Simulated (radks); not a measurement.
# Yb⁴⁺ in [Kr] 4d10 4f13 5s1 5p6: an all-electron calculation

What are the levels of the ytterbium ion Yb4+, how large are its shells, and how does its energy divide?

The numbers are computed with radks (a radial shooting solver on a logarithmic mesh, Libxc functionals) version 1 (scalar-relativistic Kohn-Sham, PBE, spin-polarised, spherical densities, finite nucleus; open shells are filled with parallel spins first), except any that are marked as measured or tabulated.

**1. Starting point**

- element: ytterbium (Z = 70)
- charge: +4
- electrons: 66
- configuration: [Kr] 4d10 4f13 5s1 5p6
- nuclear rms radius: 5.3108 fm

The outer shells:

Yb⁴⁺
```
[Kr] core
4d [↑↓][↑↓][↑↓][↑↓][↑↓]
4f [↑↓][↑↓][↑↓][↑↓][↑↓][↑↓][↑ ]
5s [↑ ]
5p [↑↓][↑↓][↑↓]
```

**2. The run**

Input:

```text
Z 70
configuration [Kr] 4d10 4f13 5s1 5p6 6s0 5d0 6p0 5f0
relativity scalar-relativistic
functional pbe,pbe
spin polarised
nucleus finite rms 5.3108 fm
c 137.035999084
```

On the command line:

```sh
$ python run_ks.py task.json out
```

All runs below come from this command, one after another.

Q: Predict the outcome of this run.

**Answer**, as computed:

| quantity | value |
| --- | --- |
| total energy | -14053.0468 hartree |
| exchange-correlation share of it | 2.07 % |
| −T/E | 1.0895 |
| highest occupied level | 4f down, -52.866 eV |
| most extended occupied level | 5p down, <r> = 1.36 bohr |
| radius at density 0.001 e/bohr³ | 2.96 bohr |
| maxima of the radial density | 4 |

**Reading.** The radial density shows 4 maxima for 5 occupied principal shells; where shells overlap, one shows as a shoulder or not at all. Relativity lifts −T/E to 1.089. This is not the tabulated ground configuration, so its levels and sizes aren't those of the ground state, and no measured value stands beside it.
